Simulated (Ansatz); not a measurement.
## AlBFH₃OS, SMILES OB(F)[S][AlH2]: a ladder of methods at one geometry

Computed with Ansatz 0.2.0 through its Python package.

`albfh3os.py`:
```python
"""One geometry of AlBFH3OS, method by method."""

from pathlib import Path

import ansatz as az
from ase import Atoms
import numpy as np

atoms = Atoms(["O", "B", "F", "S", "Al", "H", "H", "H"], positions=[
    (1.2402, 0.746, 1.5957),
    (0.3605, -0.3694, 1.2551),
    (0.8993, -1.6927, 1.2819),
    (-1.3803, -0.1237, 0.8257),
    (-1.0061, 0.0436, -1.4043),
    (1.5765, 1.0928, 0.716),
    (-0.6606, 1.4843, -2.0138),
    (-0.9373, -1.2379, -2.312),
])
mol = az.Crystal.molecule_from_ase(atoms)

model = mol.calculation().basis(gaussian="cc-pVDZ")

print("functional    E (Ha)        dipole (D)   HOMO (eV)  LUMO (eV)")
for name in ["hf", "pbe", "hse06", "r2scan"]:
    rep = model.functional(name).forces().orbitals().run(threads=1, runs_dir="runs").report
    lines = Path(rep["orbitals_path"]).read_text().splitlines()
    field_of = lambda key: [line.split("=")[1].strip() for line in lines if line.startswith(key)]
    orbitals = [(27.211386 * float(e), s, float(n)) for e, s, n in zip(field_of("Ene="), field_of("Spin="), field_of("Occup="))]
    homo = max(e for e, _, n in orbitals if n > 0.5)
    lumo = min(e for e, _, n in orbitals if n < 0.5)
    dipole = 4.803205 * np.linalg.norm(rep["charge_distribution"]["dipole_moment_e_ang"])
    print(f"{name:10s} {rep['free_energy_ev'] / 27.211386246:14.6f} {dipole:9.3f} {homo:11.3f} {lumo:10.3f}")
```

```console
$ python albfh3os.py
functional    E (Ha)        dipole (D)   HOMO (eV)  LUMO (eV)
hf            -840.320297     3.256     -10.308      0.258
pbe           -841.944744     2.683      -6.046     -3.265
hse06         -841.986769     2.914      -6.976     -2.910
r2scan        -842.325596     2.829      -6.402     -3.024
```

What to keep in mind:
- Total energies depend on the basis set; only differences at equal settings carry meaning.
- The geometry is a force-field or estimated start, not a minimum of this method, and the basis set is short of its limit. A lower total doesn't mark the better method: functionals have no common bound, and MP2 and coupled cluster aren't variational.
- Levels such as HOMO and LUMO are orbital energies: with these approximate functionals they aren't the ionisation energy and electron affinity, and their gap isn't the fundamental gap.
- For Al to Cl the sets with a tight d function, cc-pV(X+d)Z, are usual.
- hse06 follows the composition of plane-wave codes, whose totals differ by tens of mHa, up to about 0.1 Ha, from the form usual in Gaussian-basis programs (wpbeh).
- Timing: 10 s on 1 thread of Intel(R) Xeon(R) 6975P-C (Granite Rapids), with other jobs on the host, peak memory 0.28 GiB.

(Lines on the test bed's own set-up are left out of the output.)
